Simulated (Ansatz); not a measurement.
# LiSc (CsCl type): how the settings move a single-point run

Question: which choices in the input matter for LiSc (CsCl type)?

Computed with Ansatz 0.2.0 (reference: DFT, PBE, PAW with Ansatz's default frozen-core files, scalar-relativistic, unless a step's input says otherwise).

1 further run of the same task is left out (set aside as unsound or not needed).

## 1. The starting structure

Symmetry: P4mm, No. 99, tetragonal system. Conventional cell: a = 3.487 Å, b = 3.487 Å, c = 3.487 Å, α = 90.00°, β = 90.00°, γ = 90.00°. Li (site symmetry 4mm) has 8 Sc at 2.95 to 3.09 Å as nearest neighbours. Sc (site symmetry 4mm) is surrounded by 8 Li at 2.95 to 3.09 Å.

As a file:

```cif
data_structure
_symmetry_space_group_name_H-M 'P4mm'
_symmetry_Int_Tables_number 99
_cell_length_a 3.4865
_cell_length_b 3.4865
_cell_length_c 3.4865
_cell_angle_alpha 90.000
_cell_angle_beta 90.000
_cell_angle_gamma 90.000
_cell_volume 42.38
loop_
_atom_site_label
_atom_site_type_symbol
_atom_site_symmetry_multiplicity
_atom_site_Wyckoff_symbol
_atom_site_fract_x
_atom_site_fract_y
_atom_site_fract_z
_atom_site_occupancy
Li1 Li 1 a 0.00000 0.00000 0.03442 1
Sc1 Sc 1 b 0.50000 0.50000 0.50000 1
```

## 2. The reference run

Contents of input.yaml:

```yaml
crystal:
  lattice:
    - [3.4865174366, 0.0, 0.0]
    - [0.0, 3.4865174366, 0.0]
    - [0.0, 0.0, 3.4865174366]
  atoms:
    - { symbol: Li, position: [0.0344182991, 0.0, 0.0] }
    - { symbol: Sc, position: [0.5, 0.5, 0.5] }
kpoints:
  mp_grid: { grid: [11, 11, 11] }
scf:
  occupations: { method: fermi_dirac, width: 0.05 }
hamiltonian:
  xc: pbe
  pseudopotentials: { kind: paw }
output:
  forces: true
  stress: true
  eigenvalues: true
  efg: { contact_densities: true }
  write_density: true
  write_potential: true
  elf: true
  volumetric_format: npy
```

The run is started by

```
ansatz run input.yaml --threads 1 --pin off --max-ram 2048MiB --backend cpu --events-out ev --progress --plain --runs-dir out
```

## 3. Changed: ecutwfc 14.7 Ry

input.yaml, as its differences from that of step 2:

```diff
@@ -24 +24,3 @@
   volumetric_format: npy
+basis:
+  ecutwfc: "14.7 Ry"
```

Q: Predict the outcome of this session. Wanted: for each run, ending; energy change; pressure; gap; force.

As calculated:

| run | ending | energy change | pressure (GPa) | gap (eV) | force (eV/Å) | cycles | time |
| --- | --- | --- | --- | --- | --- | --- | --- |
| reference | converged | 0 | 0.1 | 0.00 | 0.33 | 6 | 18 s |
| 1: ecutwfc 14.7 Ry | converged | +1.29 eV/atom | 0.6 | 0.00 | 0.38 | 7 | 13 s |

Residual by cycle in the longest SCF loop of each run; runs are numbered as in the table. The quantity is the density residual dr2, in eV.

| cycle | reference | run 1 |
| --- | --- | --- |
| 1 | 0.00247 | 0.264 |
| 2 | 3.7e-4 | 0.0165 |
| 3 | 3.7e-5 | 1.0e-3 |
| 4 | 1.6e-6 | 1.7e-4 |
| 5 | 1.0e-7 | 9.2e-7 |
| 6 | 1.2e-9 | 8.1e-8 |
| 7 | - | 7.0e-9 |

Changing the cutoff moves the energy by +1.29 eV/atom, and the pressure goes from 0.1 to 0.6 GPa and the largest force goes from 0.33 to 0.38 eV/Å. The log warns that the cutoff is under what these potentials recommend, so the shift is basis error. Run 1 ran under the cutoff that the potentials recommend, as the log warns, so basis error is mixed into its values.
